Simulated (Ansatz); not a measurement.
# Ta4O: tests of the settings

The task, for Ta4O: sweep the plane-wave cutoff.

Program: Ansatz 0.2.0. Level of theory: DFT PBE, scalar-relativistic, plane waves, PAW. These are calculated values, not measurements.

1 further run of the same task is left out (set aside as unsound or not needed).

## (1) The structure to begin with

It takes space group P4/mmm (No. 123, tetragonal). Conventional cell: a = 3.257 Å, b = 3.257 Å, c = 7.409 Å, α = 90.00°, β = 90.00°, γ = 90.00°. Ta (site symmetry 4/mmm) has 4 O at 2.30 Å as nearest neighbours. Around Ta (site symmetry 4mm) lie 1 O at 2.10 Å. Around Ta (site symmetry 4/mmm) lie 8 Ta at 2.81 Å. O (site symmetry 4/mmm) is surrounded by 6 Ta at 2.10 to 2.30 Å.

Coordinates:

```
Ta O
1.0
     3.25750    0.00000    0.00000
     0.00000    3.25750    0.00000
     0.00000    0.00000    7.40934
Ta O
4 1
Direct
  0.00000 0.00000 0.50000
  0.50000 0.50000 0.78316
  0.50000 0.50000 0.21684
  0.00000 0.00000 0.00000
  0.50000 0.50000 0.50000
```

Source of the structure: the Materials Project (structure only). It is taken as it stands there.

## (2) The base run, which the others are set against

input.yaml reads:

```yaml
crystal:
  lattice:
    - [3.257497, 0.0, 0.0]
    - [0.0, 3.257497, 0.0]
    - [0.0, 0.0, 7.409341]
  atoms:
    - { symbol: Ta, position: [0.0, 0.0, 0.5] }
    - { symbol: Ta, position: [0.5, 0.5, 0.783158] }
    - { symbol: Ta, position: [0.5, 0.5, 0.216842] }
    - { symbol: Ta, position: [0.0, 0.0, 0.0] }
    - { symbol: O, position: [0.5, 0.5, 0.5] }
basis:
  ecutwfc: 420
kpoints:
  mp_grid: { grid: [12, 12, 6] }
hamiltonian:
  xc: pbe
scf:
  occupations: { method: gaussian, width: 0.1 }
output:
  forces: true
  stress: true
  eigenvalues: true
  populations: true
  write_density: true
  write_potential: true
  elf: true
  volumetric_format: npy
```

It was run beforehand and gave: -8059.3651 eV/atom at zero smearing, pressure -0.83 GPa, largest force 0.057 eV/Å, no gap on the mesh, in 8 SCF cycles and 5.5 s.

## (3) Plane-wave cutoff: 150 eV

input.yaml reads:

```yaml
crystal:
  lattice:
    - [3.257497, 0.0, 0.0]
    - [0.0, 3.257497, 0.0]
    - [0.0, 0.0, 7.409341]
  atoms:
    - { symbol: Ta, position: [0.0, 0.0, 0.5] }
    - { symbol: Ta, position: [0.5, 0.5, 0.783158] }
    - { symbol: Ta, position: [0.5, 0.5, 0.216842] }
    - { symbol: Ta, position: [0.0, 0.0, 0.0] }
    - { symbol: O, position: [0.5, 0.5, 0.5] }
basis:
  ecutwfc: 150
kpoints:
  mp_grid: { grid: [12, 12, 6] }
hamiltonian:
  xc: pbe
scf:
  occupations: { method: gaussian, width: 0.1 }
output:
  forces: true
  stress: true
  eigenvalues: true
```

The run is started by

```console
$ ansatz run input.yaml --threads 1 --pin off --max-ram 2560MiB --backend cpu --events-out ev --progress --plain --runs-dir out
```

## (4) Plane-wave cutoff set to 200 eV

Changes to input.yaml since step 3:

```diff
@@ -12,3 +12,3 @@
 basis:
-  ecutwfc: 150
+  ecutwfc: 200
 kpoints:
```

## (5) Plane-wave cutoff: 250 eV

Changes to input.yaml since step 4:

```diff
@@ -12,3 +12,3 @@
 basis:
-  ecutwfc: 200
+  ecutwfc: 250
 kpoints:
```

## (6) Plane-wave cutoff: 300 eV

Changes to input.yaml since step 5:

```diff
@@ -12,3 +12,3 @@
 basis:
-  ecutwfc: 250
+  ecutwfc: 300
 kpoints:
```

## (7) Plane-wave cutoff: 350 eV

Changes to input.yaml since step 6:

```diff
@@ -12,3 +12,3 @@
 basis:
-  ecutwfc: 300
+  ecutwfc: 350
 kpoints:
```

## (8) Plane-wave cutoff: 380 eV

Changes to input.yaml since step 7:

```diff
@@ -12,3 +12,3 @@
 basis:
-  ecutwfc: 350
+  ecutwfc: 380
 kpoints:
```

## (9) Plane-wave cutoff set to 460 eV

Changes to input.yaml since step 8:

```diff
@@ -12,3 +12,3 @@
 basis:
-  ecutwfc: 380
+  ecutwfc: 460
 kpoints:
```

## (10) Plane-wave cutoff: 520 eV

Changes to input.yaml since step 9:

```diff
@@ -12,3 +12,3 @@
 basis:
-  ecutwfc: 460
+  ecutwfc: 520
 kpoints:
```

## (11) Plane-wave cutoff set to 600 eV

Changes to input.yaml since step 10:

```diff
@@ -12,3 +12,3 @@
 basis:
-  ecutwfc: 520
+  ecutwfc: 600
 kpoints:
```

## (12) Plane-wave cutoff: 700 eV

Changes to input.yaml since step 11:

```diff
@@ -12,3 +12,3 @@
 basis:
-  ecutwfc: 600
+  ecutwfc: 700
 kpoints:
```

## (13) Plane-wave cutoff set to 850 eV

Changes to input.yaml since step 12:

```diff
@@ -12,3 +12,3 @@
 basis:
-  ecutwfc: 700
+  ecutwfc: 850
 kpoints:
```

(Steps that only read results are left out.)

Q: Predict the outcome of the series: the values and the trend.

As calculated:

| quantity | value |
| --- | --- |
| plane-wave cutoff: within 10 and 1 meV/atom of 850 eV from | 380 eV for 10; 460 eV for 1 |

What this shows: In the sweep of the plane-wave cutoff, 460 eV already comes within 1 meV/atom of the reference, and so do all later runs, at about 0.46 of the reference's time. That is measured against the best run here, which may itself be short of the limit. Much of this error cancels in differences between similar cells. The pressure is off by up to 0.6 GPa. Forces stay within 0.01 eV/Å of the reference from 350 eV on. The runs treat Ta without spin-orbit coupling. In some runs cutoff or mesh lie under the advised values, so their numbers carry a basis error.
